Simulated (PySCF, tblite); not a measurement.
# C5H2N3S radical: geometry, infrared bands and EPR parameters

What infrared bands and EPR parameters should C5H2N3S radical (`[H]/N=C(/C#N)c1[c]ncs1`) show?

The runs use tblite 0.8.0 and PySCF 2.14.0, with density-fitted response routines of our own; the level of theory stands in each step. All values are computed, except where a source is named. Atoms count from 0, in the outputs and in this text.

### 1 Starting geometry

11 atoms, charge 0, multiplicity 2; geometry from: force field or distance geometry start.

Bonds of the start (Å): N0–C1 1.14, C1–C2 1.44, C2–N3 1.30, C2–C4 1.45, C4–C5 1.34, C5–N6 1.30, N6–C7 1.33, C7–S8 1.79, S8–C4 1.62, N3–H9 1.06, C7–H10 1.07.

### 2 Geometry optimisation with GFN2-xTB

Job settings and geometry (Å):

```
{"job": {"kind": "relax", "xc": "GFN2-xTB", "basis": "xTB"}, "charge": 0, "multiplicity": 2}
N     -1.878000     2.888800     0.314200
C     -1.681000     1.776400     0.160700
C     -1.420500     0.366900    -0.015900
N     -2.386200    -0.490200    -0.136500
C     -0.042700    -0.066200    -0.081200
C      0.430800    -1.319100    -0.025900
N      1.715000    -1.521400    -0.106600
C      2.519600    -0.469200    -0.243700
S      1.288700     0.832300    -0.260100
H     -2.130300    -1.508300    -0.260900
H      3.590100    -0.487300    -0.330100
```

Started as:

```
> OMP_NUM_THREADS=1 python probes_run.py task.json out
```

The driver reads the jobs from task.json and runs them one after another.

Output:

```text
step      E/eV     max force
  0    -639.72091    6.982
  1    -640.39620    2.270
  2    -640.50541    6.491
  3    -640.61634    2.386
  4    -640.70219    1.143
  5    -640.72468    0.400
  6    -640.74114    0.712
  7    -640.74768    0.237
  8    -640.75150    0.179
  9    -640.75372    0.217
 10    -640.75498    0.134
 11    -640.75611    0.098
 12    -640.75713    0.089
 13    -640.75805    0.115
 14    -640.75904    0.114
 15    -640.76048    0.153
 16    -640.76231    0.154
 17    -640.76397    0.145
 18    -640.76525    0.117
 19    -640.76653    0.114
 20    -640.76806    0.127
 21    -640.76998    0.136
 22    -640.77212    0.159
 23    -640.77398    0.123
 24    -640.77515    0.093
 25    -640.77567    0.055
 26    -640.77587    0.034
 27    -640.77601    0.032
 28    -640.77619    0.052
 29    -640.77645    0.063
 30    -640.77672    0.049
 31    -640.77690    0.037
 32    -640.77700    0.035
 33    -640.77710    0.034
 34    -640.77724    0.040
 35    -640.77740    0.051
 36    -640.77755    0.056
 37    -640.77767    0.044
 38    -640.77780    0.039
 39    -640.77796    0.045
 40    -640.77810    0.039
 41    -640.77820    0.027
 42    -640.77829    0.027
 43    -640.77842    0.033
 44    -640.77860    0.045
 45    -640.77877    0.033
 46    -640.77889    0.026
 47    -640.77899    0.028
 48    -640.77909    0.033
 49    -640.77920    0.035
 50    -640.77927    0.022
 51    -640.77932    0.018
 52    -640.77936    0.019
 53    -640.77942    0.025
 54    -640.77949    0.029
 55    -640.77956    0.030
 56    -640.77961    0.022
 57    -640.77964    0.013
 58    -640.77966    0.010
 59    -640.77967    0.006
```

Run time: 1.2 s. Hardware: 1 thread of Intel Xeon at 2.50GHz, shared host.

Step by step: (not every step is listed)

```tsv
step	energy from step 0 (eV)	largest force (eV/Å)
0	0.0000	6.9816
1	-0.6753	2.2705
2	-0.7845	6.4912
3	-0.8954	2.3861
4	-0.9813	1.1427
5	-1.0038	0.3995
6	-1.0202	0.7118
7	-1.0268	0.2373
8	-1.0306	0.1794
12	-1.0362	0.0890
16	-1.0414	0.1545
20	-1.0471	0.1271
24	-1.0542	0.0930
28	-1.0553	0.0521
32	-1.0561	0.0347
36	-1.0566	0.0561
40	-1.0572	0.0386
44	-1.0577	0.0448
48	-1.0582	0.0333
52	-1.0584	0.0194
54	-1.0586	0.0289
55	-1.0586	0.0302
56	-1.0587	0.0221
57	-1.0587	0.0132
58	-1.0588	0.0098
59	-1.0588	0.0064
```

Distances of close pairs at the start and the end, largest changes first:

```tsv
bond	before (Å)	after (Å)	change (Å)
C4–S8	1.616	1.791	+0.175
C7–S8	1.791	1.728	-0.063
N3–H9	1.057	1.018	-0.039
N6–C7	1.332	1.295	-0.036
C2–N3	1.297	1.267	-0.030
C1–C2	1.444	1.434	-0.011
C4–C5	1.341	1.350	+0.009
C5–N6	1.303	1.307	+0.005
```

The next job starts from the end point, and lists it.

### 3 Vibrational analysis with GFN2-xTB

Job settings and geometry (Å):

```
{"job": {"kind": "ir", "xc": "GFN2-xTB", "basis": "xTB"}, "charge": 0, "multiplicity": 2}
N     -1.704100     2.836531     0.180581
C     -1.598655     1.701457     0.090079
C     -1.416846     0.283853    -0.021284
N     -2.442246    -0.460172    -0.037720
C     -0.037448    -0.151557    -0.103115
C      0.468802    -1.398303    -0.207119
N      1.764944    -1.558167    -0.261273
C      2.390206    -0.425245    -0.203170
S      1.366078     0.960956    -0.073531
H     -2.244094    -1.455276    -0.118220
H      3.458783    -0.331407    -0.231271
```

Output:

```text
mode    cm-1     km/mol
  1      50.0      2.11
  2      94.8      3.58
  3     147.5      2.30
  4     203.3      3.29
  5     281.9      3.65
  6     349.6      7.78
  7     423.1      2.43
  8     448.1      9.88
  9     548.7      2.71
 10     597.3      5.58
 11     633.7      3.19
 12     658.0      0.35
 13     660.4     10.95
 14     758.7      4.81
 15     811.9     38.40
 16     856.8     72.04
 17     903.4      0.50
 18    1052.8     57.44
 19    1111.6      4.70
 20    1242.1    180.83
 21    1367.3     66.94
 22    1409.1     59.07
 23    1505.6    107.37
 24    1648.1    148.49
 25    2388.4     54.98
 26    3143.4      1.09
 27    3341.7      1.28
```

It took 1.2 s on 1 thread of Intel Xeon at 2.50GHz, shared host.

The strongest bands and the atoms that carry them (share of the mass-weighted mode):

```tsv
cm⁻¹	km/mol	atoms
857	72.0	H9 83 %, N3 11 %
1053	57.4	H9 25 %, C4 21 %, C2 20 %, C5 20 %
1242	180.8	H9 39 %, C2 28 %, N3 11 %
1367	66.9	C5 28 %, N6 25 %, C4 19 %, C2 14 %
1409	59.1	N6 50 %, C7 38 %
1506	107.4	C4 43 %, C5 40 %
1648	148.5	C2 60 %, N3 37 %
2388	55.0	C1 60 %, N0 40 %
```

### 4 EPR parameters: B3LYP/pcH-1

The job, as its differences from that of step 3:

```diff
@@ -1,2 +1,2 @@
-{"job": {"kind": "ir", "xc": "GFN2-xTB", "basis": "xTB"}, "charge": 0, "multiplicity": 2}
+{"job": {"kind": "epr", "basis": "pcH-1"}, "charge": 0, "multiplicity": 2}
 N     -1.704100     2.836531     0.180581
```

Method: UKS B3LYP, pcH-1 on C H N S, non-relativistic, mean-field spin-orbit, GIAO.

Output:

```text
UKS, coarse grid
  cycle   1  E = -753.96494771  |g| = 4.46e-01
  cycle   2  E = -753.63120867  |g| = 9.85e-01
  cycle   3  E = -754.05131531  |g| = 8.72e-02
  cycle   4  E = -754.05117326  |g| = 8.86e-02
  cycle   5  E = -754.05505016  |g| = 2.05e-02
  cycle   6  E = -754.05524904  |g| = 8.95e-03
  cycle   7  E = -754.05529073  |g| = 4.24e-03
  cycle   8  E = -754.05530395  |g| = 1.96e-03
  cycle   9  E = -754.05530923  |g| = 1.31e-03
  cycle  10  E = -754.05531227  |g| = 6.13e-04
UKS, final grid
  cycle   1  E = -754.05529011  |g| = 8.06e-04
  cycle   2  E = -754.05528969  |g| = 1.59e-03
  cycle   3  E = -754.05529087  |g| = 2.41e-04
  cycle   4  E = -754.05529103  |g| = 2.33e-04
  cycle   5  E = -754.05529121  |g| = 1.38e-04
  cycle   6  E = -754.05529123  |g| = 4.69e-05
  cycle   7  E = -754.05529123  |g| = 1.78e-05
E = -754.05529123 Eh   <S^2> = 0.7589 (exact 0.7500)
g shifts (ppm)      1          2          3
  rmc          -192       -192       -192
  gc             17         18        -28
  oz_so       -2088       -342       4163
  total       -2264       -517       3943
hyperfine (MHz)  atom isotope    a_iso     a_fc   dipolar eigenvalues
    0   14N       0.06       0.06     -0.20     -0.04      0.24
    1   13C      -0.45      -0.45     -0.58     -0.24      0.82
    2   13C       6.56       6.57     -2.04      0.83      1.21
    3   14N      -1.42      -1.42     -3.11      0.90      2.22
    4   13C     114.22     114.28    -16.62     -6.21     22.83
    5   13C     563.45     563.78    -68.75    -50.61    119.35
    6   14N      91.47      91.47     -5.42     -2.31      7.73
    7   13C     136.81     136.83     -6.16     -1.41      7.57
    8   33S      -2.64      -2.70    -11.39     -8.46     19.85
    9    1H       1.95       1.95     -4.69     -4.64      9.33
   10    1H      -4.24      -4.24     -3.81     -2.64      6.45
```

It took 2.8 min on 1 thread of Intel Xeon at 2.50GHz, shared host; peak memory 0.91 GiB.

Principal g values 2.00006, 2.00180, 2.00626; g(iso) = 2.00271, against 2.00232 for a free electron.

Hyperfine couplings, nucleus by nucleus at this fixed geometry (no averaging over rotations):

```tsv
nuclei	isotope	a(iso) (MHz)	a(iso) (G, at g = 2.0023)	largest dipolar term (MHz)
C5	13C	563.5	201.1	119.4
C7	13C	136.8	48.8	7.6
C4	13C	114.2	40.8	22.8
N6	14N	91.5	32.6	7.7
C2	13C	6.6	2.3	-2.0
H10	1H	-4.2	-1.5	6.4
S8	33S	-2.6	-0.9	19.9
H9	1H	2.0	0.7	9.3
N3	14N	-1.4	-0.5	-3.1
C1	13C	-0.5	-0.2	0.8
N0	14N	0.1	0.0	0.2
```

Mulliken spin populations:

```tsv
atom	value (e)
N0	0.00
C1	0.00
C2	0.02
N3	-0.02
C4	-0.09
C5	0.90
N6	0.06
C7	0.06
S8	0.07
H9	0.00
H10	0.00
```

In first order the couplings over 0.8 MHz of 14N, 1H give 36 distinct lines over 68.5 G.

Orbitals, density, ELF and potential are computed afterwards from the orbital file.

ELF in a plane through or near 11 of the atoms.

Ten even steps from ' ' (0.00) to '@' (1.00):
```
                                                        
                                                        
                                  ..==++++--            
                    ..::::..    ..++##%%%%##--          
                  ::**%%%%**    ::**%%@@@@@@**..        
                  --##@@@@%%..  --****==##%%**::        
        ==##++..  ==++::..##::  ++##%%####**==..        
      ::@@@@@@##--**--##**==::  ++--==**##++::          
      ==@@@@@@@@--##%%--++%%--..++%%++++++--..          
      ::%%@@@@****::++::##**++##==**%%==..              
          ....==%%%%==..**..--@@::::**----::            
            ..****::##++++%%==++++%%**##@@%%++          
          ::##@@@@==%%::++**::  --##--++@@@@##..        
          ::##@@@@##++##%%@@::  ##@@%%%%%%%%++          
            --**++::..##@@%%....@@@@@@++::::..          
              ....    ==####    ##@@%%::                
                        ....      --..                  
                                                        
                                                        
                                                        
```
The map spans 12.0 Å across and 9.6 Å up, centred on the molecule. Atoms in the plane (x, y in Å): N0 (2.5, 2.2), C1 (2.0, 1.1), C2 (1.4, -0.2), N3 (2.2, -1.2), C4 (0.0, -0.2), C5 (-0.9, -1.2), N6 (-2.2, -1.0), C7 (-2.4, 0.3), S8 (-1.0, 1.3), H9 (1.7, -2.1), H10 (-3.4, 0.7).

On the surface of density 0.002 e/bohr³ the electrostatic potential runs, from the 1st to the 99th percentile, from -1.48 V near N0 to 1.96 V near H10.

The spin density lies nearest to C5 67 %; N6 10 %; C4 7 % (both signs); S8 7 %.

### 5 Summary of results

```
                                 quantity                  value
strongest single infrared mode (GFN2-xTB)  1242 cm⁻¹, 181 km/mol
             zero-point energy (GFN2-xTB)          38.1 kcal/mol
                           g(iso) (B3LYP)                2.00271
                                     ⟨S²⟩     0.759 (exact 0.75)
                           largest a(iso)   13C on C5, 563.5 MHz
    surface potential, 1st and 99th percentile     -1.48 V and 1.96 V
```

**Reading.** The optimisation took 59 steps and gained 1.059 eV; among the close pairs (by a distance rule), C4–S8 changed most, from 1.616 to 1.791 Å. All 27 modes are real, so the xTB geometry is a minimum. The strongest single mode, at 1242 cm⁻¹, is carried by H9, C2, N3. GFN2-xTB is a fitted tight-binding method: band positions and strengths are rough. Its intensities can rank the bands wrongly. C5 carries the largest spin population, 0.90 e. The isotropic g lies 0.4 ppt above the free-electron value.
